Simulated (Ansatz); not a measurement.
# Ru (hcp type): a single-point run

Wanted: a converged single-point run for Ru (hcp type), and a check of what comes out. The structure is shown as the input types it.

Computed with Ansatz 0.2.0 (DFT, PBEsol, all-electron PAW with datasets made for the crystal, scalar-relativistic, unless a step's input says otherwise).

### Step 1. Starting point

It takes space group P6_3/mmc (No. 194, hexagonal). Conventional cell: a = 2.379 Å, b = 2.379 Å, c = 3.804 Å, α = 90.00°, β = 90.00°, γ = 120.00°. Ru (site symmetry -6m2) has 12 Ru at 2.35 to 2.38 Å as nearest neighbours.

Structure file:

```
CELL_PARAMETERS angstrom
2.37939 0.00000 0.00000
-1.18969 2.06061 0.00000
0.00000 0.00000 3.80424
ATOMIC_POSITIONS crystal
Ru 0.33333 0.66667 0.25000
Ru 0.66667 0.33333 0.75000
```

### Step 2. Running it

input.yaml

```yaml
crystal:
  lattice:
    - [2.3793875795, 0.0, 0.0]
    - [-1.1896937897, 2.0606100893, 0.0]
    - [0.0, 0.0, 3.8042362143]
  atoms:
    - { symbol: Ru, position: [0.3333333333, 0.6666666667, 0.25] }
    - { symbol: Ru, position: [0.6666666667, 0.3333333333, 0.75] }
kpoints:
  mp_grid: { grid: [1, 1, 1] }
scf:
  occupations: { method: fermi_dirac, width: 0.08 }
  max_iter: 100
hamiltonian:
  xc: pbesol
  pseudopotentials: { kind: all_electron, datasets: crystal }
output:
  forces: true
  stress: true
  eigenvalues: true
```

Started as:

```
$ ansatz run input.yaml --threads 1 --pin off --max-ram 2048MiB --backend cpu --events-out ev --progress --plain --runs-dir out
```

**Question.** How will this run end, and is anything wrong with its input?

The run converged and reported no error, with warnings (crystal datasets made). It gives a pressure of 445 GPa, which is large; a structure far from rest gives such values too, whatever the setting.

Look at the input: kpoints.mp_grid.grid is [1, 1, 1]. One k-point can't sample the Brillouin zone of so small a cell.

To check: set kpoints.mp_grid.grid to [18, 18, 10].
